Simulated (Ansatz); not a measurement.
# Al₃Cu: a line through an energy map

One table from this session's results is given with a row withheld; the runs are named, their logs left out.

Computed with Ansatz 0.2.0 (DFT LDA, scalar-relativistic, plane waves, PAW, unless a step's input says otherwise).

1 further run of the same task is left out (set aside as unsound or not needed).

## The starting structure

Symmetry: Pm-3m, No. 221, cubic system. Conventional cell: a = 3.855 Å, b = 3.855 Å, c = 3.855 Å, α = 90.00°, β = 90.00°, γ = 90.00°. Al (site symmetry 4/mmm) has 8 Al at 2.73 Å and 4 Cu at 2.73 Å as nearest neighbours. Cu (site symmetry m-3m) is surrounded by 12 Al at 2.73 Å.

Structure file:

```cif
data_structure
_symmetry_space_group_name_H-M 'Pm-3m'
_symmetry_Int_Tables_number 221
_cell_length_a 3.8549
_cell_length_b 3.8549
_cell_length_c 3.8549
_cell_angle_alpha 90.000
_cell_angle_beta 90.000
_cell_angle_gamma 90.000
_cell_volume 57.28
loop_
_atom_site_label
_atom_site_type_symbol
_atom_site_symmetry_multiplicity
_atom_site_Wyckoff_symbol
_atom_site_fract_x
_atom_site_fract_y
_atom_site_fract_z
_atom_site_occupancy
Al1 Al 3 c 0.00000 0.50000 0.50000 1
Cu1 Cu 1 a 0.00000 0.00000 0.00000 1
```

It goes back to an entry of the Materials Project, which need not be the stable form.

This cell was relaxed beforehand with the same method: volume 14.32 Å³/atom, gap on the mesh none (metal).

## What is varied

The energy is mapped over two homogeneous strains (x along [1 0 0], y along [0 1 0], z along [0 0 1] of the conventional cell).

The axes are (1) strain +e along x and -e along y: 7 values from −11.0 %; (2) strain +e along z and -e/2 along x and y: 7 values from −7.00 %.

Nothing else is relaxed (symmetry fixes all fractional coordinates). Energies count from the relaxed crystal. Points are written as (first, second).

Set-up of the first run:

input.yaml

```yaml
crystal:
  lattice:
    - [3.848326535, 0.0, 0.0]
    - [0.0, 4.1312747146, 0.0]
    - [0.0, 0.0, 3.5850382426]
  atoms:
    - { symbol: Al, position: [0.0, 0.5, 0.5] }
    - { symbol: Al, position: [0.5, 0.0, 0.5] }
    - { symbol: Al, position: [0.5, 0.5, 0.0] }
    - { symbol: Cu, position: [0.0, 0.0, 0.0] }
basis:
  ecutwfc: 520.0
kpoints:
  mp_grid: { grid: [10, 10, 10] }
hamiltonian:
  xc: lda
  pseudopotentials: { kind: paw, azcp: { folder: soft_1 } }
scf:
  occupations: { method: gaussian, width: 0.15 }
output:
  forces: true
  stress: true
  eigenvalues: true
```

On the command line:

```bash
> ansatz run input.yaml --threads 2 --pin off --max-ram 4096MiB --backend cpu --events-out ev --progress --plain --runs-dir out
```

Steps of the session up to this table: The run at (−3.7 %, −7.00 %); The run at (−3.7 %, −4.67 %); The run at (−3.7 %, −2.33 %); Grid point (−3.7 %, 0.00 %); Grid point (−3.7 %, 2.33 %); Grid point (−3.7 %, 4.67 %); Grid point (−3.7 %, 7.00 %).

One of the session's tables, all rows but one given; the rest of the session is left out.

| strain +e along z and -e/2 along x and y (%) | energy (meV/atom) | slope (meV/atom per %) | pressure (GPa) |
| --- | --- | --- | --- |
| −7.00 | 48 | −8.2 | 1.25 |
| −4.67 | 31 | −6.1 | 0.83 |
| −2.33 | 20 | −3.5 | 0.51 |
| 0.00 | 16 | −0.1 | 0.36 |
| 2.33 | 20 | 3.2 | 0.42 |
| 4.67 | ? | ? | ? |
| 7.00 | 48 | 8.6 | 1.21 |

Q: Estimate the row for strain +e along z and -e/2 along x and y (%) = 4.67 from the others.

Worked estimate for «energy (meV/atom)». A straight line through the neighbours (2.33, 20) and (7.00, 48) gives 20 + (48 − 20) × (4.67 − 2.33) / (7.00 − 2.33) = 34; a parabola fitted to 3 rows on both sides gives 31.

**Answer.** energy (meV/atom): 31; slope (meV/atom per %): 6.1; pressure (GPa): 0.67. In «energy (meV/atom)» the line misses by +3 and the parabola by +0.

Energies count from the relaxed crystal. Slopes come from the forces (and the stress, where the cell changes), not from differences of energies.

In words: Along the line the energy is lowest at 0.00 %, 16 meV/atom from the zero. Energies and slopes round the minimum, fitted together, put the minimum at 0.070 %, with a curvature of about 1.6 meV/atom per %². Divided by the reference volume, that is a stiffness of about 180 GPa for this pattern of strain. The highest point computed, at −7.00 %, lies 32 meV/atom above the lowest. This is one cut through a surface in two coordinates; the map's lowest point lies off it.

Caveats from the session: Warnings in the runs' records: pseudo functional mismatch.
